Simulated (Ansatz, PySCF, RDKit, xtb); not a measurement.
# B2H2F2: a search for the lowest isomer

Given the formula B2H2F2 and nothing else, which arrangement of the atoms is the most stable in the gas at 400 K, and what are its properties?

The funnel: GFN2-xTB relaxations, single points with a density functional, relaxations at r2SCAN-D4/def2-SVP, harmonic vibrations, and a last energy at a higher level. All values are calculated.

7 further runs of the same task are left out: 7 set aside as unsound or not needed.

### 1 Drawing up candidates

All bonding patterns within simple valence rules are listed by program: one Lewis structure each, at most two rings and one unusual centre or charged pair. O–O, O–halogen and N–halogen bonds and N–N–N chains are not drawn. That gives 4 candidates.

```tsv
label	SMILES	spin
c118	BB(F)F	singlet
c256	F[B+][BH2-]F	singlet
c279	[BH+][BH-](F)F	singlet
c398	FBBF	singlet
```

Candidates are built by distance geometry, with a force field where one applies, in up to four conformers (letters a to d). 10 starts with atoms placed at random are added, to find patterns that the rules miss.

Q: Predict the outcome of this search (final energies at CCSD(T)/def2-TZVPP).

| quantity | value |
| --- | --- |
| lowest structure found | BB(F)F, singlet, C2v |
| next finalist | FBBF, singlet, 7.5 kcal/mol higher in G |
| share at equilibrium, among the finalists | 100.0 % |
| harmonic wavenumbers, lowest and highest (r2SCAN-D4/def2-SVP) | 207 and 2664 cm⁻¹ |
| rotational constants, same geometry | 0.3347, 0.2695, 0.1551 cm⁻¹ |
| dipole moment (PBE0/def2-TZVPD) | 1.26 D |
| HOMO energy (PBE0/def2-TZVPD) | -9.40 eV |
| LUMO energy (PBE0/def2-TZVPD) | -2.47 eV |
| HOMO–LUMO gap (PBE0/def2-TZVPD) | 6.93 eV |
| lowest excitation (TD-CAM-B3LYP/def2-SVPD) | 5.09 eV (f = 0.001) |
| strongest of the states computed, same level | 9.34 eV (f = 0.185) |
| lowest triplet excitation, same level, Tamm-Dancoff | 4.27 eV |
| vertical ionisation energy | 12.02 eV |
| vertical electron affinity | 0.46 eV |
| vertical triplet less singlet | +4.16 eV |

The lowest structure found is `BB(F)F`. Among the finalists first place is clear (7.5 kcal/mol); structures outside the list aren't covered. GFN2-xTB, HF/STO-3G, r2SCAN-D4/def2-SVP, r2SCAN-D4/def2-SVP, relaxed, HF/def2-TZVPP and MP2/def2-TZVPP already put its bonding pattern lowest among the structures in one piece. The search is not exhaustive (a finite list of starts, one conformer a finalist), so a lower isomer can't be ruled out. Patterns outside the rules of the enumeration were met only by chance. The lowest isomer need not be the one that is made and kept in a bottle, which depends on barriers.
